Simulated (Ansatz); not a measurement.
**CH₅BBrN: up Jacob's ladder to CCSD(T)**

An exercise on one series of results from a longer session: the logs are not shown, and one member is left open.

Method: functionals in def2-TZVPP, the program's frozen cores in correlated methods; program: Ansatz 0.2.0, Gaussian basis.

Levels to be run: LDA (SPW92), PBE-D4, revPBE-D4, BLYP-D4, r2SCAN-D4, B97M-V, PBE0-D4, B3LYP-D4, r2SCANh-D4, r2SCAN0-D4, HSE06-D4, BHLYP-D4, CAM-B3LYP-D4, LC-ωPBE, ωB97X-V, ωB97M-V, B2PLYP, PBE-QIDH; CCSD(T)/def2-SVP; CCSD(T)/def2-TZVPP; MP2/def2-QZVPP; extrapolation to the limit; RPA on PBE.

## The geometry

An earlier PBE0-D4 in a triple-zeta def2 set relaxation fixed the geometry.

SMILES `NBCBr`, 9 atoms, charge 0, spin multiplicity 1.

Atoms are counted from 1 here; the program's logs count them from 0.

Bond lengths: N1–B2 1.380 Å, N1–H5 1.009 Å, N1–H6 1.005 Å, B2–C3 1.573 Å, B2–H7 1.200 Å, C3–Br4 1.953 Å, C3–H8 1.091 Å, C3–H9 1.091 Å. Angles: B2–N1–H5 121.6°, B2–N1–H6 123.6°, H5–N1–H6 114.8°, N1–B2–C3 122.7°, N1–B2–H7 119.6°, C3–B2–H7 117.7°, B2–C3–Br4 114.8°, B2–C3–H8 111.5°, B2–C3–H9 111.5°, Br4–C3–H8 105.7°, Br4–C3–H9 105.7°, H8–C3–H9 107.1°.

Geometry (Å):

```
N    -0.3662    1.2819   -0.5155
B     0.4650    0.4538    0.2105
C     0.2103   -1.0915    0.3528
Br   -1.3747   -1.7490   -0.5789
H    -1.1832    0.9274   -0.9902
H    -0.2162    2.2701   -0.6163
H     1.4262    0.9143    0.7624
H     0.0806   -1.3805    1.3971
H     1.0466   -1.6726   -0.0392
```

The first run:

in.yaml reads:

```yaml
crystal:
  periodic: [false, false, false]
  atoms:
    - {symbol: N, position_ang: [-0.366174, 1.281866, -0.515452]}
    - {symbol: B, position_ang: [0.465001, 0.453825, 0.210548]}
    - {symbol: C, position_ang: [0.210254, -1.091537, 0.352848]}
    - {symbol: Br, position_ang: [-1.374701, -1.748984, -0.578852]}
    - {symbol: H, position_ang: [-1.183236, 0.927386, -0.990194]}
    - {symbol: H, position_ang: [-0.216161, 2.270124, -0.616275]}
    - {symbol: H, position_ang: [1.426190, 0.914300, 0.762376]}
    - {symbol: H, position_ang: [0.080601, -1.380528, 1.397120]}
    - {symbol: H, position_ang: [1.046627, -1.672553, -0.039220]}
basis:
  gaussian: {orbitals: def2-TZVPP}
hamiltonian: {xc: lda}
output: {orbitals: {seedname: orbitals}}
```

Among the steps run: LDA; PBE-D4 (GGA); revPBE-D4 (GGA); BLYP-D4 (GGA); r2SCAN-D4 (meta-GGA); B97M-V (meta-GGA); PBE0-D4 (hybrid); B3LYP-D4 (hybrid); r2SCANh-D4 (hybrid); r2SCAN0-D4 (hybrid); HSE06-D4 (hybrid); BHLYP-D4 (hybrid); CAM-B3LYP-D4 (range-separated); LC-ωPBE (range-separated); ωB97X-V (range-separated); ωB97M-V (range-separated); B2PLYP (double hybrid); PBE-QIDH (double hybrid).

One table of the session follows, with a row left open; its other results are not shown here.

It belongs to the step «Frontier levels by functional». 

```
  functional  HOMO (eV)  gap (eV)
 LDA (SPW92)      -6.62      5.55
      PBE-D4      -6.46      5.62
   revPBE-D4      -6.41      5.65
     BLYP-D4      -6.31      5.56
   r2SCAN-D4      -6.76      6.19
      B97M-V      -6.87      6.32
     PBE0-D4      -7.75      7.91
    B3LYP-D4      -7.50      7.39
  r2SCANh-D4      -7.23      7.03
  r2SCAN0-D4      -7.94      8.28
    HSE06-D4      -7.35      7.13
    BHLYP-D4      -8.89     10.05
CAM-B3LYP-D4      -9.11     10.33
     LC-ωPBE          ?         ?
     ωB97X-V     -10.14     12.46
     ωB97M-V     -10.00     12.08
```

Q: Estimate the row for LC-ωPBE from the others.

As computed: HOMO (eV): -10.51; gap (eV): 12.98. In the column «HOMO (eV)» it is the lowest.
